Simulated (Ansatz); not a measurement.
# C4H7Br: a ladder of functionals and wavefunction methods

The task here is to estimate one member of a computed series from the others.

The runs use Ansatz 0.2.0, Gaussian basis; functionals in def2-TZVPP, the program's frozen cores in correlated methods.

The runs, in order: LDA (SPW92), PBE-D4, revPBE-D4, BLYP-D4, r2SCAN-D4, B97M-V, PBE0-D4, B3LYP-D4, r2SCANh-D4, r2SCAN0-D4, HSE06-D4, BHLYP-D4, CAM-B3LYP-D4, LC-ωPBE, ωB97X-V, ωB97M-V, B2PLYP, PBE-QIDH; CCSD(T)/def2-SVP; CCSD(T)/def2-TZVPP; MP2/def2-QZVPP; extrapolation to the limit; RPA on PBE.

### The geometry

An earlier PBE0-D4 in a triple-zeta def2 set relaxation fixed the geometry.

SMILES `C=C(C)CBr`, 12 atoms, charge 0, spin multiplicity 1.

Atoms are counted from 1 here; the program's logs count them from 0.

Bond lengths: C1–C2 1.330 Å, C1–H6 1.084 Å, C1–H7 1.084 Å, C2–C3 1.493 Å, C2–C4 1.487 Å, C3–H8 1.095 Å, C3–H9 1.090 Å, C3–H10 1.093 Å, C4–Br5 1.965 Å, C4–H11 1.089 Å, C4–H12 1.087 Å. Angles: C2–C1–H6 121.3°, C2–C1–H7 121.5°, H6–C1–H7 117.2°, C1–C2–C3 123.2°, C1–C2–C4 119.8°, C3–C2–C4 117.0°, C2–C3–H8 110.8°, C2–C3–H9 111.3°, C2–C3–H10 110.6°, H8–C3–H9 108.5°, H8–C3–H10 106.8°, H9–C3–H10 108.6°, C2–C4–Br5 111.9°, C2–C4–H11 112.3°, C2–C4–H12 112.4°, Br5–C4–H11 104.2°, Br5–C4–H12 105.5°, H11–C4–H12 110.1°.

The first run:

File in.yaml:

```yaml
crystal:
  periodic: [false, false, false]
  atoms:
    - {symbol: C, position_ang: [0.362680, 0.685330, 1.368350]}
    - {symbol: C, position_ang: [0.040918, 0.147500, 0.195412]}
    - {symbol: C, position_ang: [-1.358067, 0.097770, -0.324714]}
    - {symbol: C, position_ang: [1.105763, -0.412576, -0.677902]}
    - {symbol: Br, position_ang: [0.938715, -2.360164, -0.879109]}
    - {symbol: H, position_ang: [-0.389997, 1.127164, 2.011415]}
    - {symbol: H, position_ang: [1.387294, 0.700656, 1.722796]}
    - {symbol: H, position_ang: [-1.435230, 0.623302, -1.282135]}
    - {symbol: H, position_ang: [-2.058292, 0.551750, 0.376309]}
    - {symbol: H, position_ang: [-1.665200, -0.936006, -0.504968]}
    - {symbol: H, position_ang: [1.047473, -0.032249, -1.697144]}
    - {symbol: H, position_ang: [2.100945, -0.247577, -0.274211]}
basis:
  gaussian: {orbitals: def2-TZVPP}
hamiltonian: {xc: lda}
output: {orbitals: {seedname: orbitals}}
```

Command:

```bash
$ ansatz run in.yaml --threads 4 --pin off --events-out ev --progress --plain --max-ram 10444MiB
```

Among the steps run: LDA; PBE-D4 (GGA); revPBE-D4 (GGA); BLYP-D4 (GGA); r2SCAN-D4 (meta-GGA); B97M-V (meta-GGA); PBE0-D4 (hybrid); B3LYP-D4 (hybrid); r2SCANh-D4 (hybrid); r2SCAN0-D4 (hybrid); HSE06-D4 (hybrid); BHLYP-D4 (hybrid); CAM-B3LYP-D4 (range-separated); LC-ωPBE (range-separated); ωB97X-V (range-separated); ωB97M-V (range-separated); B2PLYP (double hybrid); PBE-QIDH (double hybrid).

One of the session's tables, all rows but one given; the rest of the session is left out.

It belongs to the step «Orbital energies across the functionals». 

| functional | HOMO (eV) | gap (eV) |
| --- | --- | --- |
| LDA (SPW92) | -6.60 | 4.69 |
| PBE-D4 | -6.43 | 4.75 |
| revPBE-D4 | -6.37 | 4.78 |
| BLYP-D4 | -6.26 | 4.72 |
| r2SCAN-D4 | ? | ? |
| B97M-V | -6.65 | 5.28 |
| PBE0-D4 | -7.54 | 6.86 |
| B3LYP-D4 | -7.32 | 6.40 |
| r2SCANh-D4 | -7.07 | 5.94 |
| r2SCAN0-D4 | -7.69 | 7.10 |
| HSE06-D4 | -7.15 | 6.08 |
| BHLYP-D4 | -8.48 | 8.89 |
| CAM-B3LYP-D4 | -8.83 | 9.27 |
| LC-ωPBE | -10.20 | 11.82 |
| ωB97X-V | -9.82 | 11.34 |
| ωB97M-V | -9.72 | 11.11 |

**Question.** Estimate the row for r2SCAN-D4.

Worked estimate for «HOMO (eV)». Against the share of exact exchange, r2SCANh-D4 (0.1, -7.07), r2SCAN0-D4 (0.25, -7.69) give a slope of -4.13 per unit share; at 0 the line stands at -6.66.

As computed: HOMO (eV): -6.65; gap (eV): 5.17. In «HOMO (eV)» the line misses by -0.01.
